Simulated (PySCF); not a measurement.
# C7H11N: runs on many settings

Aim: see how C7H11N (`CC#C[C@@H]1CN1CC`) answers to the choice of functional, basis, grid and SCF options.

Programs: PySCF 2.14.0, with density-fitted response routines of our own. Each step states its level of theory. These are calculated values for one molecule in the gas phase, unless marked as measured. Atoms count from 0, in the outputs and in this text.

## 1. The starting structure

19 atoms, charge 0, multiplicity 1; geometry from: GFN2-xTB.

Bonds of the start (Å): C0–C1 1.45, C1–C2 1.20, C2–C3 1.43, C3–C4 1.49, C4–N5 1.44, N5–C6 1.44, C6–C7 1.52, N5–C3 1.45, C0–H8 1.09, C0–H9 1.09, C0–H10 1.09, C3–H11 1.09, C4–H12 1.09, C4–H13 1.08, C6–H14 1.10, C6–H15 1.10, C7–H16 1.09, C7–H17 1.09, C7–H18 1.09.

## 2. Nuclear shieldings: PBE0/pcSseg-1

Job settings and geometry (Å):

```
{"job": {"kind": "nmr", "xc": "PBE0", "basis": "pcSseg-1"}, "charge": 0, "multiplicity": 1}
C      2.996674     1.237194    -0.282635
C      1.916141     0.355187     0.098702
C      1.038031    -0.389030     0.439747
C     -0.051465    -1.240976     0.811208
C     -0.594316    -2.216672    -0.173137
N     -1.374511    -1.081148     0.233356
C     -1.603312    -0.021182    -0.720594
C     -1.891197     1.281635     0.013668
H      3.827160     0.659825    -0.689058
H      3.346015     1.796839     0.584943
H      2.652168     1.940430    -1.040928
H     -0.065211    -1.515422     1.862649
H     -0.160169    -2.220649    -1.169328
H     -0.947525    -3.178842     0.172773
H     -0.745825     0.119106    -1.400007
H     -2.471720    -0.314588    -1.319787
H     -2.731481     1.148148     0.689467
H     -1.021567     1.580877     0.594388
H     -2.127695     2.068520    -0.697724
```

Level: GIAO PBE0/pcSseg-1 NMR shielding, non-relativistic, gas phase.

Command:

```bash
OMP_NUM_THREADS=1 python probes_run.py task.json out
```

This one command runs all jobs of the session in turn.

What it wrote:

```text
coarse grid: 15488 points
cycle   1  E = -327.4773351866  dE =  1.143e+00  |g| = 4.244e-01  |ddm| = 4.216e+00
cycle   2  E = -327.4866209956  dE = -9.286e-03  |g| = 3.883e-01  |ddm| = 1.086e+00
cycle   3  E = -327.5249697860  dE = -3.835e-02  |g| = 6.058e-02  |ddm| = 4.990e-01
cycle   4  E = -327.5255862735  dE = -6.165e-04  |g| = 2.845e-02  |ddm| = 7.645e-02
cycle   5  E = -327.5257551999  dE = -1.689e-04  |g| = 7.141e-03  |ddm| = 3.334e-02
cycle   6  E = -327.5257650985  dE = -9.899e-06  |g| = 2.268e-03  |ddm| = 8.918e-03
final grid: 148544 points
cycle   7  E = -327.5739323495  dE = -4.778e-05  |g| = 8.479e-03  |ddm| = 4.971e-02
cycle   8  E = -327.5739281533  dE =  4.196e-06  |g| = 9.503e-03  |ddm| = 1.692e-02
cycle   9  E = -327.5739501303  dE = -2.198e-05  |g| = 1.763e-03  |ddm| = 8.696e-03
cycle  10  E = -327.5739508598  dE = -7.295e-07  |g| = 4.113e-04  |ddm| = 1.601e-03
cycle  11  E = -327.5739508978  dE = -3.799e-08  |g| = 1.151e-04  |ddm| = 4.246e-04
cycle  12  E = -327.5739509008  dE = -2.995e-09  |g| = 3.356e-05  |ddm| = 1.354e-04
cycle  13  E = -327.5739509010  dE = -2.204e-10  |g| = 1.060e-05  |ddm| = 3.839e-05
converged SCF energy = -327.5739509010

GIAO shielding tensors (ppm)
atom      isotropic    diamagn.    paramagn.     s11        s22        s33       span
  0 C      182.228     253.321     -71.092    174.289    175.064    197.332     23.043
  1 C      102.358     268.426    -166.068      7.823     26.755    272.496    264.673
  2 C      103.031     260.192    -157.162     11.879     24.997    272.216    260.336
  3 C      161.121     251.360     -90.239    114.487    163.741    205.134     90.647
  4 C      149.158     257.591    -108.433    110.051    151.400    186.024     75.973
  5 N      216.565     322.884    -106.318    125.921    252.954    270.821    144.900
  6 C      135.209     248.285    -113.076    107.702    128.616    169.309     61.608
  7 C      169.966     248.193     -78.228    157.109    165.948    186.840     29.731
  8 H       29.684      27.404       2.281     24.273     27.833     36.947     12.674
  9 H       29.654      28.155       1.499     24.443     27.776     36.744     12.301
 10 H       29.801      31.293      -1.492     24.255     28.691     36.457     12.201
 11 H       29.413      30.235      -0.822     21.317     27.070     39.852     18.535
 12 H       30.532      32.537      -2.005     25.388     29.723     36.483     11.095
 13 H       29.890      30.860      -0.970     23.794     25.970     39.905     16.112
 14 H       29.663      33.486      -3.823     26.636     28.768     33.585      6.949
 15 H       28.632      29.992      -1.361     23.277     27.809     34.809     11.532
 16 H       30.340      29.724       0.616     26.518     27.780     36.722     10.204
 17 H       30.219      32.766      -2.548     24.716     31.262     34.679      9.962
 18 H       30.792      29.872       0.920     26.841     27.340     38.194     11.353
```

Run time: 23 s. Hardware: 1 thread of Arm Neoverse V2, shared host; peak memory 0.85 GiB.

The references, computed at this level on geometries of the same kind, shield at (ppm): ¹H TMS 31.72, ¹³C TMS 186.9, ¹⁵N NH3 267.7. Their shielding less the atom's gives the shift. The references are single molecules in the gas phase, so shifts against H2O, NH3, PH3, H3PO4 or CFCl3 are not on the usual liquid scales and can be off by tens of ppm. Atoms listed in one row are averaged.

| atoms | environment | σ (ppm) | δ (ppm) | δ scaled to CDCl3 |
| --- | --- | --- | --- | --- |
| C1 | alkyne carbon | 102.4 | 84.6 | 80.6 |
| C2 | alkyne carbon | 103.0 | 83.9 | 80.0 |
| C6 | sp3 CH2 bonded to N | 135.2 | 51.7 | 48.6 |
| C4 | aziridine ring carbon | 149.2 | 37.8 | 34.9 |
| C3 | aziridine ring carbon | 161.1 | 25.8 | 23.3 |
| C7 | methyl carbon | 170.0 | 17.0 | 14.6 |
| C0 | propargylic methyl carbon | 182.2 | 4.7 | 2.7 |
| H15 | hydrogen on an sp3 CH2 bonded to N | 28.63 | 3.09 | 3.01 |
| H11 | hydrogen on an aziridine ring carbon | 29.41 | 2.30 | 2.28 |
| H14 | hydrogen on an sp3 CH2 bonded to N | 29.66 | 2.05 | 2.04 |
| H8, H9, H10 | hydrogen on a propargylic methyl carbon | 29.71 | 2.00 | 1.99 |
| H13 | hydrogen on an aziridine ring carbon | 29.89 | 1.83 | 1.83 |
| H16, H17, H18 | hydrogen on a methyl carbon | 30.45 | 1.27 | 1.30 |
| H12 | hydrogen on an aziridine ring carbon | 30.53 | 1.19 | 1.22 |
| N5 | amine nitrogen | 216.6 | 51.2 | – |

The scaled column applies a straight-line fit of computed shieldings to shifts measured in CDCl3 (root-mean-square error 0.16 ppm for H, 1.9 ppm for C).

The run also stored atomic charges by several schemes (e):

| atoms | Mulliken | IAO | Hirshfeld | ESP fit |
| --- | --- | --- | --- | --- |
| C0 | -0.18 | -0.43 | -0.10 | -0.57 |
| C1 | -0.34 | -0.05 | -0.05 | 0.22 |
| C2 | 0.08 | -0.10 | -0.06 | -0.35 |
| C3 | -0.14 | -0.06 | 0.00 | 0.07 |
| C4 | -0.02 | -0.18 | -0.04 | -0.20 |
| N5 | -0.46 | -0.27 | -0.11 | -0.41 |
| C6 | -0.07 | -0.14 | -0.02 | 0.25 |
| C7 | -0.27 | -0.42 | -0.12 | -0.45 |

Mayer bond orders: C0–C1 1.23, C1–C2 2.54, C2–C3 1.08, C3–C4 0.97, C4–N5 0.94, N5–C6 0.94, C6–C7 1.06, N5–C3 0.91.

Ring of atoms C3, C4, N5: NICS(0) -46.3, NICS(1) -7.6, NICS(1)zz -21.6 ppm (means of both faces).

In rings of three or four atoms NICS is ruled by the nearby σ bonds, so it says little on aromaticity.

## 3. TDDFT and polarisability: PBE0/def2-SVPD

Settings changed since step 2:

```diff
@@ -1,2 +1,2 @@
-{"job": {"kind": "nmr", "xc": "PBE0", "basis": "pcSseg-1"}, "charge": 0, "multiplicity": 1}
+{"job": {"kind": "uv", "xc": "PBE0", "basis": "def2-SVPD", "nstates": 6, "ntriplets": 2}, "charge": 0, "multiplicity": 1}
 C      2.996674     1.237194    -0.282635
```

Level: TDDFT PBE0/def2-SVPD, vertical, gas phase, core orbitals frozen in the response.

What it wrote:

```text
coarse grid: 15488 points
cycle   1  E = -327.3040961787  dE =  1.068e+00  |g| = 4.020e-01  |ddm| = 1.092e+01
cycle   2  E = -327.3117515116  dE = -7.655e-03  |g| = 3.751e-01  |ddm| = 3.401e+00
cycle   3  E = -327.3488963474  dE = -3.714e-02  |g| = 6.232e-02  |ddm| = 1.159e+00
cycle   4  E = -327.3495567880  dE = -6.604e-04  |g| = 3.064e-02  |ddm| = 1.883e-01
cycle   5  E = -327.3497582878  dE = -2.015e-04  |g| = 7.616e-03  |ddm| = 8.635e-02
cycle   6  E = -327.3497696606  dE = -1.137e-05  |g| = 3.074e-03  |ddm| = 3.519e-02
cycle   7  E = -327.3497716863  dE = -2.026e-06  |g| = 1.176e-03  |ddm| = 6.911e-03
final grid: 148544 points
cycle   8  E = -327.3968752050  dE = -5.010e-05  |g| = 8.383e-03  |ddm| = 1.916e-01
cycle   9  E = -327.3968667293  dE =  8.476e-06  |g| = 1.022e-02  |ddm| = 4.363e-02
cycle  10  E = -327.3968920651  dE = -2.534e-05  |g| = 2.804e-03  |ddm| = 2.135e-02
cycle  11  E = -327.3968940037  dE = -1.939e-06  |g| = 3.490e-04  |ddm| = 5.361e-03
cycle  12  E = -327.3968940276  dE = -2.393e-08  |g| = 1.734e-04  |ddm| = 1.065e-03
cycle  13  E = -327.3968940342  dE = -6.540e-09  |g| = 4.589e-05  |ddm| = 4.665e-04
cycle  14  E = -327.3968940346  dE = -4.478e-10  |g| = 8.863e-06  |ddm| = 1.969e-04
converged SCF energy = -327.3968940346

Static polarisability (au): isotropic 90.310, principal 72.942 84.065 113.923

Singlet excitations
state   eV       nm        f      main configurations
  1   5.9672    207.8   0.01443   H->L+2 0.70, H->L+1 0.14
  2   6.1197    202.6   0.01351   H->L 0.91
  3   6.2792    197.5   0.06320   H->L+1 0.68, H->L+2 0.11, H-1->L+2 0.09
  4   6.7241    184.4   0.01512   H-1->L+1 0.62, H-1->L+5 0.09
  5   6.8559    180.8   0.00598   H->L+5 0.26, H->L+3 0.19, H-1->L+2 0.12
  6   6.8868    180.0   0.00122   H->L+4 0.68, H->L+3 0.12, H->L+5 0.10

Triplet excitations (Tamm-Dancoff, eV): 5.1172 5.5542
```

It took 38 s on 1 thread of Arm Neoverse V2, shared host; peak memory 0.95 GiB.

Frontier orbitals and where they lie:

| orbital | eV | atoms |
| --- | --- | --- |
| HOMO−3 | -9.24 | C6 19 %, N5 17 %, C7 17 % |
| HOMO−2 | -7.76 | C2 26 %, C1 24 %, N5 23 % |
| HOMO−1 | -7.47 | C2 34 %, C1 33 %, C0 7 % |
| HOMO | -6.45 | N5 36 %, C1 14 %, C4 11 % |
| LUMO | 0.64 | C0 27 %, C1 16 %, H8 8 % |
| LUMO+1 | 0.99 | C1 18 %, C2 16 %, C4 13 % |
| LUMO+2 | 1.07 | C1 19 %, C2 15 %, C3 11 % |

With each of the 6 states as a Gaussian band of 0.4 eV half-width at 1/e, the curve within the window shown has maxima at 199 nm (ε 3,600) L/(mol cm). Beyond the last state computed it falls off for lack of states. The curve at chosen wavelengths:

```
 nm  ε (L/mol/cm)
173           326
175           487
178           786
180          1017
182          1272
185          1706
187          2034
189          2387
192          2915
194          3219
196          3443
199          3570
201          3501
203          3317
205          3040
208          2517
210          2141
212          1773
215          1275
217           995
219           759
222           487
224           354
226           253
229           147
231           101
```

Further results of this job:

| property | computed |
| --- | --- |
| dipole moment (D) | 1.60 |
| polarisability (Å³) | 13.38 |
| HOMO–LUMO gap (eV) | 7.09 |
| −ε(HOMO) (eV) | 6.45 |

## 4. TDDFT and polarisability: CAM-B3LYP/pcSseg-0

Settings changed since step 3:

```diff
@@ -1,2 +1,2 @@
-{"job": {"kind": "uv", "xc": "PBE0", "basis": "def2-SVPD", "nstates": 6, "ntriplets": 2}, "charge": 0, "multiplicity": 1}
+{"job": {"kind": "uv", "xc": "CAM-B3LYP", "basis": "pcSseg-0", "nstates": 6, "ntriplets": 2, "tda": false, "scf": {"damp": 2.0, "max_cycle": 57}}, "charge": 0, "multiplicity": 1}
 C      2.996674     1.237194    -0.282635
```

Method: TDDFT CAM-B3LYP/pcSseg-0, vertical, gas phase, core orbitals frozen in the response.

What it wrote:

```text
damping 2.00 in the first 6 cycles
final grid: 148544 points
cycle   1  E = -327.0500186256  dE =  1.370e+00  |g| = 2.939e-01  |ddm| = 4.397e+00
cycle   2  E = -326.8548469670  dE =  1.952e-01  |g| = 8.645e-01  |ddm| = 1.035e+00
cycle   3  E = -318.6444327863  dE =  8.210e+00  |g| = 4.681e+00  |ddm| = 5.914e+00
cycle   4  E = -259.3986504582  dE =  5.925e+01  |g| = 9.109e+00  |ddm| = 2.357e+01
cycle   5  E = -159.5927444258  dE =  9.981e+01  |g| = 1.237e+01  |ddm| = 1.397e+02
cycle   6  E = -150.5895761678  dE =  9.003e+00  |g| = 8.411e+00  |ddm| = 1.782e+02
cycle   7  E = -97.0961921363  dE =  5.349e+01  |g| = 7.238e+00  |ddm| = 3.366e+02
cycle   8  E = -237.4838513196  dE = -1.404e+02  |g| = 8.778e+00  |ddm| = 3.274e+02
cycle   9  E = -282.8616663741  dE = -4.538e+01  |g| = 8.507e+00  |ddm| = 6.191e+01
cycle  10  E = -297.0093307622  dE = -1.415e+01  |g| = 6.160e+00  |ddm| = 1.752e+01
[... 3 cycles left out ...]
cycle  14  E = -326.9774594199  dE = -1.010e-01  |g| = 5.919e-01  |ddm| = 1.516e+00
cycle  15  E = -327.0721714224  dE = -9.471e-02  |g| = 1.425e-01  |ddm| = 6.212e-01
cycle  16  E = -327.0783481112  dE = -6.177e-03  |g| = 2.633e-02  |ddm| = 2.119e-01
cycle  17  E = -327.0785736559  dE = -2.255e-04  |g| = 1.484e-02  |ddm| = 6.611e-02
cycle  18  E = -327.0786256985  dE = -5.204e-05  |g| = 4.513e-03  |ddm| = 1.736e-02
cycle  19  E = -327.0786309842  dE = -5.286e-06  |g| = 5.807e-04  |ddm| = 6.191e-03
cycle  20  E = -327.0786311935  dE = -2.092e-07  |g| = 2.842e-04  |ddm| = 2.030e-03
cycle  21  E = -327.0786312194  dE = -2.595e-08  |g| = 8.935e-05  |ddm| = 4.847e-04
cycle  22  E = -327.0786312243  dE = -4.859e-09  |g| = 3.399e-05  |ddm| = 2.622e-04
cycle  23  E = -327.0786312247  dE = -4.335e-10  |g| = 1.737e-05  |ddm| = 7.087e-05
converged SCF energy = -327.0786312247

Static polarisability (au): isotropic 71.217, principal 56.390 63.427 93.835

Singlet excitations
state   eV       nm        f      main configurations
  1   6.3305    195.9   0.01995   H->L 0.57, H->L+1 0.15, H-2->L 0.14
  2   6.7467    183.8   0.05144   H->L+1 0.48, H->L 0.17, H-1->L+1 0.17
  3   7.0428    176.0   0.01703   H-1->L 0.44, H-1->L+1 0.23, H-2->L 0.14
  4   7.3913    167.7   0.02378   H-2->L 0.55, H-1->L+1 0.20, H->L 0.12
  5   7.7171    160.7   0.05593   H-2->L+1 0.29, H->L+1 0.28, H-1->L+1 0.15
  6   8.1601    151.9   0.00424   H->L+2 0.62, H->L+3 0.12, H->L+4 0.10

Triplet excitations (Tamm-Dancoff, eV): 5.3897 5.8793
```

It took 20 s on 1 thread of Arm Neoverse V2, shared host; peak memory 0.6 GiB.

Despite a damping factor outside the range 0 to 1, the SCF converged in 23 cycles.

Key values: HOMO -7.56 eV, LUMO 2.42 eV; lowest singlet 6.33 eV.

## 5. Nuclear shieldings: WP04/pcSseg-1

Settings changed since step 4:

```diff
@@ -1,2 +1,2 @@
-{"job": {"kind": "uv", "xc": "CAM-B3LYP", "basis": "pcSseg-0", "nstates": 6, "ntriplets": 2, "tda": false, "scf": {"damp": 2.0, "max_cycle": 57}}, "charge": 0, "multiplicity": 1}
+{"job": {"kind": "nmr", "xc": "WP04", "basis": "pcSseg-1", "pop": false, "grid": 4}, "charge": 0, "multiplicity": 1}
 C      2.996674     1.237194    -0.282635
```

Level: GIAO WP04/pcSseg-1 NMR shielding, non-relativistic, gas phase.

What it wrote:

```text
coarse grid: 15488 points
cycle   1  E = -336.0054205175  dE =  9.530e-01  |g| = 6.957e-01  |ddm| = 4.326e+00
cycle   2  E = -335.9683604733  dE =  3.706e-02  |g| = 7.983e-01  |ddm| = 1.741e+00
cycle   3  E = -336.1282171786  dE = -1.599e-01  |g| = 1.597e-01  |ddm| = 1.023e+00
cycle   4  E = -336.1331063053  dE = -4.889e-03  |g| = 5.161e-02  |ddm| = 1.731e-01
cycle   5  E = -336.1335699619  dE = -4.637e-04  |g| = 2.468e-02  |ddm| = 5.728e-02
cycle   6  E = -336.1336949172  dE = -1.250e-04  |g| = 1.066e-02  |ddm| = 2.441e-02
cycle   7  E = -336.1337207232  dE = -2.581e-05  |g| = 1.904e-03  |ddm| = 8.869e-03
cycle   8  E = -336.1337215666  dE = -8.434e-07  |g| = 3.579e-04  |ddm| = 1.950e-03
final grid: 400920 points
cycle   9  E = -336.2076016070  dE = -7.903e-05  |g| = 9.590e-03  |ddm| = 5.816e-02
cycle  10  E = -336.2075921245  dE =  9.482e-06  |g| = 1.143e-02  |ddm| = 1.898e-02
cycle  11  E = -336.2076248304  dE = -3.271e-05  |g| = 1.357e-03  |ddm| = 1.052e-02
cycle  12  E = -336.2076251885  dE = -3.581e-07  |g| = 5.782e-04  |ddm| = 1.684e-03
cycle  13  E = -336.2076252454  dE = -5.692e-08  |g| = 2.835e-04  |ddm| = 5.795e-04
cycle  14  E = -336.2076252638  dE = -1.832e-08  |g| = 8.906e-05  |ddm| = 2.855e-04
cycle  15  E = -336.2076252655  dE = -1.764e-09  |g| = 1.568e-05  |ddm| = 8.494e-05
cycle  16  E = -336.2076252656  dE = -5.787e-11  |g| = 1.993e-06  |ddm| = 2.144e-05
converged SCF energy = -336.2076252656

GIAO shielding tensors (ppm)
atom      isotropic    diamagn.    paramagn.     s11        s22        s33       span
  0 C      168.023     256.522     -88.499    160.136    160.964    182.969     22.833
  1 C       96.939     268.769    -171.830      1.899     18.273    270.644    268.744
  2 C       96.694     259.681    -162.987      3.635     15.685    270.763    267.128
  3 C      147.171     255.724    -108.553    100.079    148.736    192.698     92.619
  4 C      136.567     258.951    -122.383     97.023    138.594    174.084     77.061
  5 N      196.812     325.032    -128.221    104.647    231.392    254.396    149.750
  6 C      121.415     250.207    -128.791     94.900    114.093    155.253     60.354
  7 C      156.627     249.217     -92.590    144.515    152.191    173.175     28.660
  8 H       29.985      27.730       2.254     24.997     28.241     36.716     11.719
  9 H       29.951      28.786       1.166     25.155     28.186     36.513     11.358
 10 H       30.100      33.150      -3.050     24.997     29.045     36.257     11.259
 11 H       29.758      30.937      -1.178     22.172     27.728     39.375     17.203
 12 H       30.714      33.761      -3.047     25.900     30.026     36.216     10.317
 13 H       30.232      30.542      -0.309     24.586     26.695     39.416     14.829
 14 H       29.926      35.720      -5.794     27.032     29.112     33.635      6.603
 15 H       29.051      29.786      -0.735     24.160     28.274     34.719     10.559
 16 H       30.627      29.923       0.704     27.148     28.300     36.434      9.286
 17 H       30.522      34.784      -4.262     25.460     31.606     34.500      9.040
 18 H       31.086      30.134       0.952     27.554     27.864     37.839     10.285
```

Run time: 52 s. Hardware: 1 thread of Arm Neoverse V2, shared host; peak memory 0.91 GiB.

In short: δ C2 78.4, C1 78.2, C6 53.7, C4 38.5, H15 2.95, H11 2.24 ppm.

## 6. Excited states and response: LC-wPBE/6-31G-J

Settings changed since step 5:

```diff
@@ -1,2 +1,2 @@
-{"job": {"kind": "nmr", "xc": "WP04", "basis": "pcSseg-1", "pop": false, "grid": 4}, "charge": 0, "multiplicity": 1}
+{"job": {"kind": "uv", "xc": "LC-wPBE", "basis": "6-31G-J", "nstates": 3, "ntriplets": 2, "tda": false, "grid": 1, "scf": {"conv": 1e-08}}, "charge": 0, "multiplicity": 1}
 C      2.996674     1.237194    -0.282635
```

With the program's defaults for keys left out, this is: TDDFT LC-wPBE/6-31G-J, vertical, gas phase, core orbitals frozen in the response.

What it wrote:

```text
final grid: 68576 points
cycle   1  E = -327.7122840151  dE =  1.708e+00  |g| = 3.620e-01  |ddm| = 4.170e+00
cycle   2  E = -327.7455617711  dE = -3.328e-02  |g| = 2.019e-01  |ddm| = 1.294e+00
cycle   3  E = -327.7539202163  dE = -8.358e-03  |g| = 6.346e-02  |ddm| = 3.008e-01
cycle   4  E = -327.7548125416  dE = -8.923e-04  |g| = 2.174e-02  |ddm| = 1.669e-01
cycle   5  E = -327.7549253576  dE = -1.128e-04  |g| = 4.848e-03  |ddm| = 3.439e-02
cycle   6  E = -327.7549327445  dE = -7.387e-06  |g| = 2.297e-03  |ddm| = 1.502e-02
cycle   7  E = -327.7549342041  dE = -1.460e-06  |g| = 6.955e-04  |ddm| = 4.053e-03
cycle   8  E = -327.7549344315  dE = -2.274e-07  |g| = 1.862e-04  |ddm| = 2.491e-03
cycle   9  E = -327.7549344494  dE = -1.797e-08  |g| = 4.616e-05  |ddm| = 6.805e-04
cycle  10  E = -327.7549344511  dE = -1.627e-09  |g| = 1.620e-05  |ddm| = 2.208e-04
converged SCF energy = -327.7549344511

Static polarisability (au): isotropic 71.917, principal 57.566 64.376 93.808

Singlet excitations
state   eV       nm        f      main configurations
  1   6.5340    189.8   0.00963   H->L 0.40, H-2->L 0.24, H->L+1 0.15
  2   7.0379    176.2   0.03201   H->L+1 0.31, H-1->L+1 0.26, H->L 0.15
  3   7.2060    172.1   0.01612   H-1->L 0.41, H-1->L+1 0.27, H-2->L+1 0.10

Triplet excitations (Tamm-Dancoff, eV): 5.3675 5.9147
```

It took 23 s on 1 thread of Arm Neoverse V2, shared host; peak memory 0.69 GiB.

Key values: HOMO -8.78 eV, LUMO 3.79 eV; lowest singlet 6.53 eV.

## 7. Run by run: NMR shifts

Shifts (ppm) of some atoms, chosen among heavy atoms and hydrogens apart, with basis size and wall time:

| run | C1 | C2 | C6 | C3 | C0 | H15 | H12 | functions | time |
| --- | --- | --- | --- | --- | --- | --- | --- | --- | --- |
| PBE0/pcSseg-1 | 84.6 | 83.9 | 51.7 | 25.8 | 4.7 | 3.09 | 1.19 | 191 | 23 s |
| WP04/pcSseg-1 | 78.2 | 78.4 | 53.7 | 27.9 | 7.1 | 2.95 | 1.28 | 191 | 52 s |

## 8. Run by run: electronic excitations

Excitations and ground-state properties, with basis size and wall time:

| run | lowest singlet (eV) | brightest (eV) | f | gap (eV) | α (Å³) | μ (D) | functions | time |
| --- | --- | --- | --- | --- | --- | --- | --- | --- |
| PBE0/def2-SVPD | 5.97 | 6.28 | 0.063 | 7.09 | 13.38 | 1.60 | 248 | 38 s |
| CAM-B3LYP/pcSseg-0 | 6.33 | 7.72 | 0.056 | 9.98 | 10.55 | 2.08 | 94 | 20 s |
| LC-wPBE/6-31G-J | 6.53 | 7.04 | 0.032 | 12.56 | 10.66 | 2.02 | 140 | 23 s |

## 9. Results

| quantity | value |
| --- | --- |
| ¹³C shifts against TMS (PBE0/pcSseg-1) | 84.6, 83.9, 51.7, 37.8, 25.8, 17.0, 4.7 ppm |
| ¹H shifts against TMS (PBE0/pcSseg-1, means over atoms taken as alike) | 3.09, 2.30, 2.05, 2.00, 1.83, 1.27, 1.19 ppm |
| ¹⁵N shifts against NH3 (PBE0/pcSseg-1) | 51.2 ppm |
| lowest singlet (PBE0/def2-SVPD) | 5.97 eV (208 nm), f = 0.014 |
| brightest single state of those computed | state 3, 6.28 eV, f = 0.063 |
| lowest triplet | 5.12 eV |
| range of the shift of C1 | 78.2 to 84.6 ppm |
| range of the lowest singlet | 5.97 to 6.53 eV |

In words: Single values in the summary come from the first run of each kind that ended normally (PBE0/pcSseg-1; PBE0/def2-SVPD), which need not be the best level. The first singlet state (HOMO→LUMO+2 0.70, HOMO→LUMO+1 0.14) lies at 5.97 eV and is weak; of the 6 states computed, the strongest absorption comes from state 3 at 6.28 eV. The lowest triplet lies 0.85 eV below the lowest singlet (triplets in Tamm-Dancoff, singlets in full TDDFT). In ppm, C1 moves most: its shift spreads over 6.4 ppm, from 78.2 (WP04/pcSseg-1) to 84.6 (PBE0/pcSseg-1). The lowest singlet runs from 5.97 eV (PBE0/def2-SVPD) to 6.53 eV (LC-wPBE/6-31G-J), while the orbital gap spans 7.09 to 12.56 eV. The lowest state need not be the same one in every run. The runs solved for a few states only, so the brightest column depends on that window.
